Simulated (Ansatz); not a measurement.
# ClH4SbSi, SMILES [SiH3][SbH][Cl]: vertical and adiabatic energies of changing the electron count

With the Ansatz DFT code, driven from Python.

The cells in order, each with its output:

In [1]:
```python
import itertools

import ansatz as az
from ase import Atoms
from ase.data import atomic_numbers, covalent_radii
import numpy as np
```

In [2]:
```python
atoms = Atoms(['Si', 'Sb', 'Cl', 'H', 'H', 'H', 'H'], positions=[
    (-0.8486, 0.347, -0.0905),
    (0.7177, -1.4659, 0.4321),
    (2.1585, -0.7738, -1.354),
    (-1.5456, 0.0782, -1.3447),
    (-0.1529, 1.6413, -0.3001),
    (-1.8554, 0.5567, 1.0016),
    (1.5875, -0.4515, 1.61),
])
molecule = az.Crystal.molecule_from_ase(atoms)
```

In [3]:
```python
setup = (
    molecule.calculation()
    .basis(gaussian='def2-SVP')
    .functional('cam_b3lyp')
    .accuracy('medium')
    .scf(lower_state_search='off')
)
symbols = [site.symbol for site in molecule.cartesian_sites]
start = np.array([site.position_ang for site in molecule.cartesian_sites], dtype=float)
data = setup.relax(force_tolerance=0.01).run(threads=1).report
end = np.array(data['positions_ang'])
```

In [4]:
```python
minimum = az.Crystal.molecule()
for symbol, place in zip(symbols, end):
    minimum = minimum.atom(symbol, place.tolist())
ion = (
    minimum.calculation()
    .basis(gaussian='def2-SVP')
    .functional('cam_b3lyp')
    .accuracy('medium')
    .scf(lower_state_search='off')
    .charge(1)
    .spin('collinear', total=1)
)
vertical = ion.run(threads=1).report
settled = ion.relax(force_tolerance=0.01, max_steps=80).run(threads=1).report
print(f'vertical ionisation energy   {vertical["free_energy_ev"] - data["free_energy_ev"]:.3f} eV')
print(f'adiabatic, no zero point     {settled["free_energy_ev"] - data["free_energy_ev"]:.3f} eV')
print(f'relaxation energy of the ion {vertical["free_energy_ev"] - settled["free_energy_ev"]:.3f} eV')
ionised = np.array(settled['positions_ang'])
radius = [covalent_radii[atomic_numbers[s]] for s in symbols]
span = lambda where, i, j: np.linalg.norm(where[i] - where[j])
bonded = [(i, j) for i, j in itertools.combinations(range(len(symbols)), 2) if min(span(end, i, j), span(ionised, i, j)) < 1.2 * (radius[i] + radius[j])]
print('pair        before    after (A)')
for i, j in bonded:
    print(f'{symbols[i]}{i}-{symbols[j]}{j}'.ljust(10), f'{span(end, i, j):8.4f} {span(ionised, i, j):8.4f}')
```
```text
vertical ionisation energy   9.290 eV
adiabatic, no zero point     8.785 eV
relaxation energy of the ion 0.505 eV
pair        before    after (A)
Si0-Sb1      2.5896   2.6789
Si0-H3       1.4870   1.4750
Si0-H4       1.4852   1.4783
Si0-H5       1.4907   1.4764
Sb1-Cl2      2.3982   2.3064
Sb1-H6       1.7160   1.6977
```

The settings weren't tested for convergence. The energies are electronic: no zero-point or thermal terms, and the basis set is short of its limit. The product may relax into another structure. The relaxation finds the nearest minimum, so the adiabatic value is an upper bound. def2 sets replace the cores of elements past krypton by effective core potentials. The whole script took 56 s on 1 thread of Intel(R) Xeon(R) Platinum 8488C (Sapphire Rapids), on a shared host, peak memory 0.32 GiB.

(Lines on the test bed's own set-up are left out of the output.)
